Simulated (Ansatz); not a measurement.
**C₃H₈Ge: basis-set convergence**

One table from this session's results is given with a row withheld; the runs are named, their logs left out.

The runs use Ansatz 0.2.0, Gaussian basis; one geometry, several basis sets.

Levels to be run: PBE0-D4/def2-SVP; ωB97M-V/def2-SVP; PBE0-D4/def2-QZVPP; ωB97M-V/def2-QZVPP; the functionals' def2-TZVPP values are taken from earlier runs.

## The relaxed structure

An earlier PBE0-D4 in a triple-zeta def2 set relaxation fixed the geometry.

SMILES `C=C[CH2][GeH3]`, 12 atoms, charge 0, spin multiplicity 1.

Atoms are counted from 1 here; the program's logs count them from 0.

Bond lengths: C1–C2 1.328 Å, C1–H5 1.086 Å, C1–H6 1.083 Å, C2–C3 1.485 Å, C2–H7 1.089 Å, C3–Ge4 1.972 Å, C3–H8 1.093 Å, C3–H9 1.094 Å, Ge4–H10 1.539 Å, Ge4–H11 1.537 Å, Ge4–H12 1.540 Å. Angles: C2–C1–H5 121.5°, C2–C1–H6 121.4°, H5–C1–H6 117.1°, C1–C2–C3 125.4°, C1–C2–H7 118.6°, C3–C2–H7 115.9°, C2–C3–Ge4 111.2°, C2–C3–H8 111.4°, C2–C3–H9 111.3°, Ge4–C3–H8 107.8°, Ge4–C3–H9 106.9°, H8–C3–H9 108.0°, C3–Ge4–H10 109.6°, C3–Ge4–H11 109.5°, C3–Ge4–H12 110.3°, H10–Ge4–H11 109.1°, H10–Ge4–H12 108.9°, H11–Ge4–H12 109.4°.

Coordinates:

```tsv
atom	x (Å)	y (Å)	z (Å)
C1	-1.20911	1.66845	0.02437
C2	-0.12245	1.02518	0.43432
C3	-0.04310	-0.42795	0.72882
Ge4	0.93927	-1.38811	-0.68600
H5	-2.15804	1.15588	-0.10166
H6	-1.18817	2.72850	-0.19775
H7	0.80553	1.58443	0.54246
H8	-1.03744	-0.87378	0.80700
H9	0.48665	-0.61474	1.66722
H10	2.31939	-0.73797	-0.89011
H11	0.14845	-1.31059	-2.00210
H12	1.13594	-2.86431	-0.29268
```

The first run:

Contents of in.yaml:

```yaml
crystal:
  periodic: [false, false, false]
  atoms:
    - {symbol: C, position_ang: [-1.209115, 1.668451, 0.024365]}
    - {symbol: C, position_ang: [-0.122453, 1.025183, 0.434322]}
    - {symbol: C, position_ang: [-0.043098, -0.427954, 0.728822]}
    - {symbol: Ge, position_ang: [0.939268, -1.388112, -0.686004]}
    - {symbol: H, position_ang: [-2.158037, 1.155880, -0.101659]}
    - {symbol: H, position_ang: [-1.188172, 2.728501, -0.197747]}
    - {symbol: H, position_ang: [0.805528, 1.584430, 0.542461]}
    - {symbol: H, position_ang: [-1.037443, -0.873777, 0.807004]}
    - {symbol: H, position_ang: [0.486652, -0.614739, 1.667216]}
    - {symbol: H, position_ang: [2.319386, -0.737971, -0.890105]}
    - {symbol: H, position_ang: [0.148446, -1.310586, -2.002098]}
    - {symbol: H, position_ang: [1.135940, -2.864308, -0.292675]}
basis:
  gaussian: {orbitals: def2-SVP}
hamiltonian: {xc: pbe0, dispersion: d4}
output: {orbitals: {seedname: orbitals}}
```

Launch:

```
$ ansatz run in.yaml --threads 4 --pin off --events-out ev --progress --plain --max-ram 10444MiB
```

Among the steps run: PBE0-D4 in def2-SVP; ωB97M-V in def2-SVP; PBE0-D4 in def2-QZVPP; ωB97M-V in def2-QZVPP.

One table of the session follows, with a row left open; its other results are not shown here.

It belongs to the step «Functionals by basis». 

| functional | basis | HOMO (eV) | LUMO (eV) |
| --- | --- | --- | --- |
| PBE0-D4 | def2-SVP | ? | ? |
| PBE0-D4 | def2-TZVPP | -7.10 | 0.11 |
| PBE0-D4 | def2-QZVPP | -7.11 | 0.02 |
| ωB97M-V | def2-SVP | -9.23 | 2.48 |
| ωB97M-V | def2-TZVPP | -9.28 | 2.13 |
| ωB97M-V | def2-QZVPP | -9.28 | 1.78 |

Q: Estimate the row for PBE0-D4, def2-SVP from the others.

The run gave: HOMO (eV): -7.06; LUMO (eV): 0.34. In the column «HOMO (eV)» it is the highest.
